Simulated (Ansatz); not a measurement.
NiMoIrPdW:

```
Ni Mo Pd Ir W
1.0
    -1.37004    1.37004    9.71647
     1.37004   -1.37004    9.71647
     1.37004    1.37004   -9.71647
Ni Mo Pd Ir W
1 1 1 1 1
Direct
  0.19862 0.19862 0.00000
  0.60922 0.60922 0.00000
  0.79310 0.79310 0.00000
  0.39944 0.39944 0.00000
  0.99565 0.99565 0.00000
```

The cell was built by a generator and needn't be a form met in nature.

Program: Ansatz 0.2.0. Alike in all runs: potentials or basis all-electron LAPW, scalar-relativistic; spin collinear, ferromagnetic start; cell as given; cutoff (eV) 272; smearing fermi-dirac 0.05 eV; basis error allowed 0.002 eV/atom.

Q: Order these runs on this cell by their pressure, lowest first.
A. level LDA; k mesh 9 × 9 × 9; mesh quality coarse
B. level PBE; k mesh 13 × 13 × 13; mesh quality not flagged
C. level RPBE; k mesh 9 × 9 × 9; mesh quality coarse
D. level PBEsol; k mesh 9 × 9 × 9; mesh quality coarse

A: A (-14.5 GPa), D (-9.0 GPa), B (0.0 GPa), C (4.2 GPa).

Caveats: some runs use coarse meshes; the k mesh is thin for a metal, which can move the energy by tens of meV per atom (some runs).

Not every run made on this cell is shown here.
